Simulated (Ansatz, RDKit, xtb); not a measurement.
**Isomers of C2H10OSi3, a sample narrowed down**

Which of a sample of isomers of C2H10OSi3 is the most stable in the gas at 298.15 K, and what are its properties? The sample is small against all isomers, and the most stable one of this formula need not be in it.

Plan: many cheap relaxations first (GFN2-xTB), then density-functional screening, relaxation at PBE-D3(BJ)/def2-SVP, vibrations (at GFN2-xTB) and a final energy. The numbers are computed, not measured.

## (1) Drawing up candidates

Isomers were taken from a list of plausible structures; this is a sample, not all of them. That gives 4 candidates.

```
label                     SMILES     spin
 c078  C=C[SiH2][Si@@H](O)[SiH3]  singlet
 c116     C=C[SiH2][SiH2][SiH2]O  singlet
 c813  C=C[Si@@H](O)[SiH2][SiH3]  singlet
 c909   C=C[Si](O)([SiH3])[SiH3]  singlet
```

Candidates are built by distance geometry, with a force field where one applies, in up to four conformers (letters a to d).

## (2) First filter: tight binding

All 14 starts are relaxed the same way. One of them, c909b (taken from a list of positional isomers, embedded by distance geometry and MMFF94), in full:

start.xyz reads:

```xyz
16
c909b
C     -1.185780     0.199972    -2.758892
C     -1.535253     1.088585    -1.812033
O     -1.528964     2.490480     0.707932
Si    -1.277273     0.997295    -0.011509
Si    -2.631961    -0.646934     0.921104
Si     0.904497     0.240969     0.542061
H     -0.747435    -0.754753    -2.505318
H     -1.405730     0.376376    -3.793060
H     -2.042298     1.973725    -2.126800
H     -0.995076     3.179524     0.363120
H     -4.068487    -0.334651     0.662518
H     -2.312915    -1.998505     0.306332
H     -2.397273    -0.730138     2.404159
H      1.014699     0.049332     1.954049
H      1.896526     1.242210     0.068180
H      1.141076    -1.123224    -0.157048
```

Command:

```sh
$ xtb start.xyz --gfn 2 --opt
```

What it wrote (excerpt; [...] marks lines left out):

```text
* xtb version 6.7.1
[...]
          :  # basis functions                  52          :
[...]
          :  # electrons                        36          :
[...]
          :  Hamiltonian                  GFN2-xTB          :
[...]
          :  net charge                          0          :
          :  unpaired electrons                  0          :
[...]
   *** convergence criteria satisfied after 14 iterations ***
[...]
   *** GEOMETRY OPTIMIZATION CONVERGED AFTER 15 ITERATIONS ***
[...]
   *** convergence criteria satisfied after 3 iterations ***
[...]
         ::                     SUMMARY                     ::
         :::::::::::::::::::::::::::::::::::::::::::::::::::::
         :: total energy             -18.612769572657 Eh    ::
         :: gradient norm              0.000721042379 Eh/a0 ::
         :: HOMO-LUMO gap              3.227296001214 eV    ::
         ::.................................................::
         :: SCC energy               -18.825285701344 Eh    ::
         :: -> isotropic ES            0.051772236118 Eh    ::
         :: -> anisotropic ES          0.003780243814 Eh    ::
         :: -> anisotropic XC          0.010507634574 Eh    ::
         :: -> dispersion             -0.012712542308 Eh    ::
         :: repulsion energy           0.212516128686 Eh    ::
         :: add. restraining           0.000000000000 Eh    ::
         :: total charge              -0.000000000000 e     ::
         :::::::::::::::::::::::::::::::::::::::::::::::::::::
[...]
        18        2.0000           -0.3450135              -9.3883 (HOMO)
        19                         -0.2264125              -6.1610 (LUMO)
[...]
     #   Z          covCN         q      C6AA      α(0)
     1   6 C        2.847    -0.086    30.146     8.999
     2   6 C        2.781    -0.153    31.923     9.254
     3   8 O        1.575    -0.520    23.388     6.526
     4  14 Si       3.538     0.383   102.332    19.503
     5  14 Si       3.692     0.378   100.285    19.182
     6  14 Si       3.689     0.366   100.606    19.214
     7   1 H        0.926     0.017     2.785     2.610
     8   1 H        0.926     0.029     2.603     2.523
     9   1 H        0.925     0.020     2.732     2.585
    10   1 H        0.808     0.287     0.761     1.370
    11   1 H        0.917    -0.098     5.504     3.669
    12   1 H        0.917    -0.139     7.137     4.178
    13   1 H        0.917    -0.115     6.136     3.874
    14   1 H        0.917    -0.122     6.412     3.960
[...]
     #   Z sym  total        # sym  WBO       # sym  WBO       # sym  WBO
 ---------------------------------------------------------------------------
     1   6 C    3.991 --     2 C    1.990     7 H    0.981     8 H    0.974
     2   6 C    3.960 --     1 C    1.990     9 H    0.973     4 Si   0.886
     3   8 O    2.122 --     4 Si   1.155    10 H    0.895
     4  14 Si   3.879 --     3 O    1.155     2 C    0.886     6 Si   0.808
                             5 Si   0.807
     5  14 Si   3.634 --    13 H    0.899    12 H    0.898    11 H    0.898
                             4 Si   0.807
     6  14 Si   3.636 --    16 H    0.901    14 H    0.899    15 H    0.896
                             4 Si   0.808
     7   1 H    1.000 --     1 C    0.981
     8   1 H    0.999 --     1 C    0.974
     9   1 H    0.999 --     2 C    0.973
    10   1 H    0.918 --     3 O    0.895
[...]
molecular dipole:
                 x           y           z       tot (Debye)
 q only:        0.184       0.210       0.033
   full:        0.193       0.541      -0.290       1.636
molecular quadrupole (traceless):
[...]
          | TOTAL ENERGY              -18.612769572657 Eh   |
          | GRADIENT NORM               0.000721042379 Eh/α |
          | HOMO-LUMO GAP               3.227296001214 eV   |
           -------------------------------------------------
[...]
```

Run time: 0.12 s. Hardware: 2 threads of Intel Xeon Gold 6455B (Sapphire Rapids), shared host.

## (3) The minima found

14 of the 14 relaxations converged; the search merged 1 into others by its test of bonds and energy. 13 distinct structures remain:

```
label  start               SMILES after     spin  energy (kcal/mol)
c116d  drawn     C=C[SiH2][SiH2][SiH2]O  singlet                0.0
c078d  drawn  C=C[SiH2][Si@@H](O)[SiH3]  singlet                1.1
c813c  drawn  C=C[Si@@H](O)[SiH2][SiH3]  singlet                1.2
c909b  drawn   C=C[Si](O)([SiH3])[SiH3]  singlet                1.5
c909a  drawn   C=C[Si](O)([SiH3])[SiH3]  singlet                1.5
c078a  drawn  C=C[SiH2][Si@@H](O)[SiH3]  singlet                1.6
c116c  drawn     C=C[SiH2][SiH2][SiH2]O  singlet                1.8
c813b  drawn  C=C[Si@@H](O)[SiH2][SiH3]  singlet                1.9
c078b  drawn  C=C[SiH2][Si@@H](O)[SiH3]  singlet                1.9
c078c  drawn  C=C[SiH2][Si@@H](O)[SiH3]  singlet                2.0
c813a  drawn  C=C[Si@@H](O)[SiH2][SiH3]  singlet                2.0
c116a  drawn     C=C[SiH2][SiH2][SiH2]O  singlet                2.3
c813d  drawn  C=C[Si@@H](O)[SiH2][SiH3]  singlet                2.7
```

## (4) Single points on the low minima

A choice of the minima (the low ones first, few conformers of a pattern, up to a cap) and the lowest that fell apart get a single point at r2SCAN-D4/def2-SVP on the tight-binding geometry, and one at HF/STO-3G for comparison. Some singlets are also tried as triplets at the same geometry (label ending in t). Within 40 kcal/mol but not screened, among others: c078b, c078c, c813a, c116a, c813d. The first, c116d:

input.yaml reads:

```yaml
crystal:
  periodic: [false, false, false]
  atoms:
    - symbol: C
      position_ang: [-0.509055, -2.705018, -0.316667]
    - symbol: C
      position_ang: [0.635971, -2.513194, -0.951562]
    - symbol: O
      position_ang: [2.529422, 2.687376, -0.874802]
    - symbol: Si
      position_ang: [1.303556, -0.840451, -1.506945]
    - symbol: Si
      position_ang: [3.125545, -0.223954, -0.202449]
    - symbol: Si
      position_ang: [3.915571, 1.916324, -0.483280]
    - symbol: H
      position_ang: [-0.841761, -3.678163, 0.013514]
    - symbol: H
      position_ang: [-1.176725, -1.886010, -0.100451]
    - symbol: H
      position_ang: [1.266347, -3.375280, -1.139342]
    - symbol: H
      position_ang: [0.189692, 0.115492, -1.457602]
    - symbol: H
      position_ang: [1.663711, -0.989287, -2.928683]
    - symbol: H
      position_ang: [2.820536, -0.464109, 1.222229]
    - symbol: H
      position_ang: [4.249411, -1.152287, -0.442000]
    - symbol: H
      position_ang: [4.515944, 2.594422, 0.675438]
    - symbol: H
      position_ang: [4.885959, 2.121725, -1.569041]
    - symbol: H
      position_ang: [2.504395, 3.623690, -1.051222]
basis:
  gaussian:
    orbitals: def2-SVP
scf:
  lower_state_search: "off"
output:
  orbitals: {seedname: orbitals}
hamiltonian:
  xc: r2scan
  dispersion: d4
```

Command:

```sh
$ ansatz run input.yaml --threads 2 --pin off --max-ram 5220MiB --events-out events.jsonl --progress --plain --runs-dir runs
```

What it wrote (excerpt; [...] marks lines left out):

```text
Warning: RAYON_NUM_THREADS=2 ignored (pool sized by the plan → 2); use --threads N
Functional definition: r2SCAN
  name "r2SCAN"
[...]
1627 factors; their error is unknown
[...]
mean field -27901.61289613 eV, -1025.3653615404 hartree, gradient 6.6e-6 eV, S^2 0.000000; 0 other end points of the search recorded, 0 dependent functions left out
reference -27901.61291010 eV, -1025.3653620536 hartree; 36, 36 occupied and 110, 110 virtual orbitals, 1627 factors
Total energy: -27901.71649225 eV, -1025.3691686274 hartree
Checks for a lower state left out: stability, starts, cluster_reference, orbital_swaps, neighbouring_geometries, increment
```

It took 1.6 s on 2 threads of Intel Xeon Gold 6455B (Sapphire Rapids), shared host; peak memory 0.2 GiB.

Relative energies in kcal/mol, each column from its lowest structure that stays in one piece:

```
 label                     SMILES     spin  GFN2-xTB  HF/STO-3G  r2SCAN-D4/def2-SVP
 c813c  C=C[Si@@H](O)[SiH2][SiH3]  singlet       1.2        0.0                 0.0
 c813b  C=C[Si@@H](O)[SiH2][SiH3]  singlet       1.9        0.8                 1.6
 c909a   C=C[Si](O)([SiH3])[SiH3]  singlet       1.5        2.2                 1.9
 c909b   C=C[Si](O)([SiH3])[SiH3]  singlet       1.5        2.7                 3.1
 c116c     C=C[SiH2][SiH2][SiH2]O  singlet       1.8        3.1                 3.5
 c116d     C=C[SiH2][SiH2][SiH2]O  singlet       0.0        2.9                 3.8
 c078a  C=C[SiH2][Si@@H](O)[SiH3]  singlet       1.6        4.1                 5.4
 c078d  C=C[SiH2][Si@@H](O)[SiH3]  singlet       1.1        4.8                 5.8
c813ct  C=C[Si@@H](O)[SiH2][SiH3]  triplet         –          –                92.8
c909at   C=C[Si](O)([SiH3])[SiH3]  triplet         –          –                93.4
```

## (5) Relaxing the best candidates

4 candidates are relaxed at PBE-D3(BJ)/def2-SVP (chosen among the lowest in one piece, one conformer a pattern). The first, c813c:

input.yaml reads:

```yaml
crystal:
  periodic: [false, false, false]
  atoms:
    - symbol: C
      position_ang: [-1.336597, 1.823297, -2.502434]
    - symbol: C
      position_ang: [-0.429834, 1.496192, -1.594251]
    - symbol: O
      position_ang: [-2.398060, 1.142332, 0.517156]
    - symbol: Si
      position_ang: [-0.810387, 0.950735, 0.172677]
    - symbol: Si
      position_ang: [-0.545130, -1.297487, 0.625975]
    - symbol: Si
      position_ang: [-1.086672, -1.947026, 2.781785]
    - symbol: H
      position_ang: [-2.391722, 1.816040, -2.274739]
    - symbol: H
      position_ang: [-1.081945, 2.110540, -3.511982]
    - symbol: H
      position_ang: [0.613124, 1.511189, -1.887078]
    - symbol: H
      position_ang: [-0.038240, 1.881240, 1.019935]
    - symbol: H
      position_ang: [-2.850864, 1.962614, 0.339074]
    - symbol: H
      position_ang: [0.859863, -1.654706, 0.345699]
    - symbol: H
      position_ang: [-1.287079, -2.118899, -0.348958]
    - symbol: H
      position_ang: [-2.473735, -1.638869, 3.139260]
    - symbol: H
      position_ang: [-0.247840, -1.269595, 3.777935]
    - symbol: H
      position_ang: [-0.916601, -3.382751, 3.030919]
basis:
  gaussian:
    orbitals: def2-SVP
relax:
  f_tol: 0.006
hamiltonian:
  xc: {name: PBE}
  dispersion: d3bj
scf:
  lower_state_search: "off"
```

Command:

```sh
$ ansatz run input.yaml --threads 2 --pin off --max-ram 5220MiB --events-out events.jsonl --progress --plain --runs-dir runs
```

What it wrote (excerpt; [...] marks lines left out):

```text
Warning: RAYON_NUM_THREADS=2 ignored (pool sized by the plan → 2); use --threads N
[...]
Functional definition: PBE
  name "PBE"
[...]
1627 factors; their error is unknown
[...]
mean field -27888.49987443 eV, -1024.8834668810 hartree, gradient 1.4e-6 eV, S^2 0.000000; 0 other end points of the search recorded, 0 dependent functions left out
[...]
reference -27888.49992163 eV, -1024.8834686157 hartree; 36, 36 occupied and 110, 110 virtual orbitals, 1627 factors
relax step   1: F+E_penalty+E_count = -27888.90994475 eV  Δ(F+E_penalty+E_count) = +0.000e0 eV  max|allowed force component| = 1.431e0 eV/Å  Δτ_max = 0.0000 Å  (21 SCF iters, accepted)
[...]
relax step  18: F+E_penalty+E_count = -27889.23197424 eV  Δ(F+E_penalty+E_count) = -8.222e-4 eV  max|allowed force component| = 8.705e-2 eV/Å  Δτ_max = 0.0167 Å  (22 SCF iters, accepted)
[...]
Atom 7 at    -2.654219     1.176349    -2.725697 Å, force     0.000030    -0.000025    -0.000162 eV/Å
Atom 8 at    -0.211009     0.888877    -2.443118 Å, force     0.000338     0.000001     0.000408 eV/Å
Atom 9 at     1.200800     1.933969     0.091040 Å, force     0.000010     0.000364    -0.000118 eV/Å
Atom 10 at    -1.447907     2.623126     1.126423 Å, force     0.001082    -0.001547     0.000196 eV/Å
Atom 11 at     1.364320    -1.188517     1.965021 Å, force    -0.000145     0.000047     0.000084 eV/Å
Atom 12 at     0.690294    -1.982963    -0.245812 Å, force    -0.000123     0.000163    -0.000161 eV/Å
Atom 13 at    -2.867141    -1.441539     0.775308 Å, force    -0.000019     0.000012    -0.000189 eV/Å
Atom 14 at    -2.071371    -1.005657     3.051838 Å, force     0.000033    -0.000015     0.000142 eV/Å
Atom 15 at    -1.828645    -3.233614     2.070811 Å, force    -0.000057     0.000060     0.000053 eV/Å
Dipole moment:    -0.061144     0.307923    -0.236523 e Å
Checks for a lower state left out: stability, starts, cluster_reference, orbital_swaps, neighbouring_geometries, increment
```

Run time: 94 s. Hardware: 2 threads of Intel Xeon Gold 6455B (Sapphire Rapids), shared host; peak memory 0.2 GiB.

Energy change by step (eV): 0.0000, -0.2321, -0.2693, -0.2919, -0.2980, -0.3037, -0.2871, -0.3110, -0.3125, -0.3135, -0.3144, -0.3154, -0.3163, -0.3173, -0.3191, -0.3202, -0.3212, -0.3220, -0.3222, -0.3241, -0.3249, -0.3251, -0.3256, -0.3261, -0.3265, -0.3263, -0.3268, -0.3270, -0.3271, -0.3273.

After the run. Bond lengths: C1–C2 1.349 Å, C2–Si4 1.879 Å, O3–Si4 1.696 Å, Si4–Si5 2.352 Å, Si5–Si6 2.353 Å, C1–H7 1.104 Å, C1–H8 1.104 Å, C2–H9 1.107 Å, Si4–H10 1.511 Å, O3–H11 0.974 Å, Si5–H12 1.508 Å, Si5–H13 1.508 Å, Si6–H14 1.506 Å, Si6–H15 1.503 Å, Si6–H16 1.507 Å. Some angles: C1–C2–Si4 122.0°, C2–Si4–O3 110.0°, C2–Si4–Si5 109.7°, O3–Si4–Si5 102.3°, Si4–Si5–Si6 104.4°, C1–C2–H9 118.8°, Si4–C2–H9 119.2°, C2–C1–H7 121.0°, C2–C1–H8 122.5°, C2–Si4–H10 109.1°.

## (6) Ranking at PBE-D3(BJ)/def2-SVP

```
label     spin  r2SCAN-D4/def2-SVP (kcal/mol)  PBE-D3(BJ)/def2-SVP, relaxed (kcal/mol)  time
c813c  singlet                            0.0                                      0.0  94 s
c909a  singlet                            1.9                                      2.1  17 s
c116c  singlet                            3.5                                      3.3  45 s
c078a  singlet                            5.4                                      4.1  85 s
```

c813c: Bond lengths: C1–C2 1.349 Å, C2–Si4 1.879 Å, O3–Si4 1.696 Å, Si4–Si5 2.352 Å, Si5–Si6 2.353 Å, C1–H7 1.104 Å, C1–H8 1.104 Å, C2–H9 1.107 Å, Si4–H10 1.511 Å, O3–H11 0.974 Å, Si5–H12 1.508 Å, Si5–H13 1.508 Å, Si6–H14 1.506 Å, Si6–H15 1.503 Å, Si6–H16 1.507 Å. Some angles: C1–C2–Si4 122.0°, C2–Si4–O3 110.0°, C2–Si4–Si5 109.7°, O3–Si4–Si5 102.3°, Si4–Si5–Si6 104.4°, C1–C2–H9 118.8°, Si4–C2–H9 119.2°, C2–C1–H7 121.0°, C2–C1–H8 122.5°, C2–Si4–H10 109.1°.

c909a: Bond lengths: C1–C2 1.349 Å, C2–Si4 1.881 Å, O3–Si4 1.699 Å, Si4–Si5 2.353 Å, Si4–Si6 2.365 Å, C1–H7 1.104 Å, C1–H8 1.104 Å, C2–H9 1.107 Å, O3–H10 0.974 Å, Si5–H11 1.508 Å, Si5–H12 1.506 Å, Si5–H13 1.506 Å, Si6–H14 1.506 Å, Si6–H15 1.508 Å, Si6–H16 1.509 Å. Some angles: C1–C2–Si4 122.0°, C2–Si4–O3 110.3°, C2–Si4–Si5 110.2°, C2–Si4–Si6 108.6°, O3–Si4–Si5 106.4°, O3–Si4–Si6 111.4°, Si5–Si4–Si6 110.0°, C1–C2–H9 119.1°, Si4–C2–H9 118.9°, C2–C1–H7 121.0°.

c116c: Bond lengths: C1–C2 1.349 Å, C2–Si4 1.882 Å, Si4–Si5 2.358 Å, O3–Si6 1.690 Å, Si5–Si6 2.360 Å, C1–H7 1.104 Å, C1–H8 1.104 Å, C2–H9 1.107 Å, Si4–H10 1.507 Å, Si4–H11 1.507 Å, Si5–H12 1.509 Å, Si5–H13 1.511 Å, Si6–H14 1.500 Å, Si6–H15 1.513 Å, O3–H16 0.973 Å. Some angles: C1–C2–Si4 123.7°, C2–Si4–Si5 107.3°, Si4–Si5–Si6 105.9°, O3–Si6–Si5 113.7°, C1–C2–H9 118.3°, Si4–C2–H9 118.0°, C2–C1–H7 121.8°, C2–C1–H8 122.0°, C2–Si4–H10 111.4°, C2–Si4–H11 108.8°.

c078a: Bond lengths: C1–C2 1.352 Å, C2–Si4 1.888 Å, O3–Si5 1.698 Å, Si4–Si5 2.365 Å, Si5–Si6 2.361 Å, C1–H7 1.105 Å, C1–H8 1.104 Å, C2–H9 1.107 Å, Si4–H10 1.506 Å, Si4–H11 1.507 Å, Si5–H12 1.504 Å, O3–H13 0.978 Å, Si6–H14 1.509 Å, Si6–H15 1.508 Å, Si6–H16 1.506 Å. Some angles: C1–C2–Si4 123.8°, C2–Si4–Si5 100.7°, O3–Si5–Si4 104.5°, O3–Si5–Si6 112.1°, Si4–Si5–Si6 109.1°, C1–C2–H9 118.1°, Si4–C2–H9 117.9°, C2–C1–H7 121.8°, C2–C1–H8 122.1°, C2–Si4–H10 111.1°.

## (7) Are they minima? Harmonic frequencies

The lowest few go on as finalists. In this search the thermal terms come from GFN2-xTB at its own nearest minimum. The first, c813c:

start.xyz reads:

```xyz
16
c813c
C     -2.178487     1.214391    -1.730431
C     -0.848769     1.064467    -1.555855
O     -1.162639     1.705304     1.286017
Si    -0.059322     1.101345     0.148342
Si     0.293389    -1.096144     0.907625
Si    -1.790294    -1.755582     1.779544
H     -2.850719     1.381035    -0.870083
H     -2.654219     1.176349    -2.725697
H     -0.211009     0.888877    -2.443118
H      1.200800     1.933969     0.091040
H     -1.447907     2.623126     1.126423
H      1.364320    -1.188517     1.965021
H      0.690294    -1.982963    -0.245812
H     -2.867141    -1.441539     0.775308
H     -2.071371    -1.005657     3.051838
H     -1.828645    -3.233614     2.070811
```

Command:

```sh
$ xtb start.xyz --gfn 2 --ohess tight
```

What it wrote (excerpt; [...] marks lines left out):

```text
* xtb version 6.7.1
[...]
          :  # basis functions                  52          :
[...]
          :  # electrons                        36          :
[...]
          :  Hamiltonian                  GFN2-xTB          :
[...]
          :  net charge                          0          :
          :  unpaired electrons                  0          :
[...]
   *** convergence criteria satisfied after 15 iterations ***
[...]
   *** GEOMETRY OPTIMIZATION CONVERGED AFTER 22 ITERATIONS ***
[...]
   *** convergence criteria satisfied after 3 iterations ***
[...]
         ::                     SUMMARY                     ::
         :::::::::::::::::::::::::::::::::::::::::::::::::::::
         :: total energy             -18.614322352019 Eh    ::
         :: gradient norm              0.000192393180 Eh/a0 ::
         :: HOMO-LUMO gap              3.395409729970 eV    ::
         ::.................................................::
         :: SCC energy               -18.828703014961 Eh    ::
         :: -> isotropic ES            0.051056215406 Eh    ::
         :: -> anisotropic ES          0.003325881572 Eh    ::
         :: -> anisotropic XC          0.009429396177 Eh    ::
         :: -> dispersion             -0.012452642733 Eh    ::
         :: repulsion energy           0.214380662942 Eh    ::
         :: add. restraining           0.000000000000 Eh    ::
         :: total charge               0.000000000000 e     ::
         :::::::::::::::::::::::::::::::::::::::::::::::::::::
[...]
        18        2.0000           -0.3497703              -9.5177 (HOMO)
        19                         -0.2249914              -6.1223 (LUMO)
[...]
molecular dipole:
                 x           y           z       tot (Debye)
 q only:        0.194       0.162       0.046
   full:       -0.060       0.565      -0.194       1.527
molecular quadrupole (traceless):
[...]
          | TOTAL ENERGY              -18.614322352024 Eh   |
          | TOTAL ENTHALPY            -18.498377947542 Eh   |
          | TOTAL FREE ENERGY         -18.548763663168 Eh   |
          | GRADIENT NORM               0.000192436078 Eh/α |
[...]
```

Run time: 0.52 s. Hardware: 2 threads of Intel Xeon Gold 6455B (Sapphire Rapids), shared host.

## (8) Zero-point energy and free-energy terms

As xtb prints them, at 298.15 K, with its own treatment of low modes:

```
label                     SMILES     spin  lowest mode (cm⁻¹)  zero-point (kcal/mol)  G − E (kcal/mol)
c813c  C=C[Si@@H](O)[SiH2][SiH3]  singlet                  14                   64.7              41.1
c909a   C=C[Si](O)([SiH3])[SiH3]  singlet                  24                   64.3              40.4
c116c     C=C[SiH2][SiH2][SiH2]O  singlet                 16i                   64.8              41.2
c078a  C=C[SiH2][Si@@H](O)[SiH3]  singlet                   5                   64.6              40.5
```

c116c keeps an imaginary mode, a small one that points to a nearly free motion; the harmonic terms are rough for it.

[end of part 1 of 2]
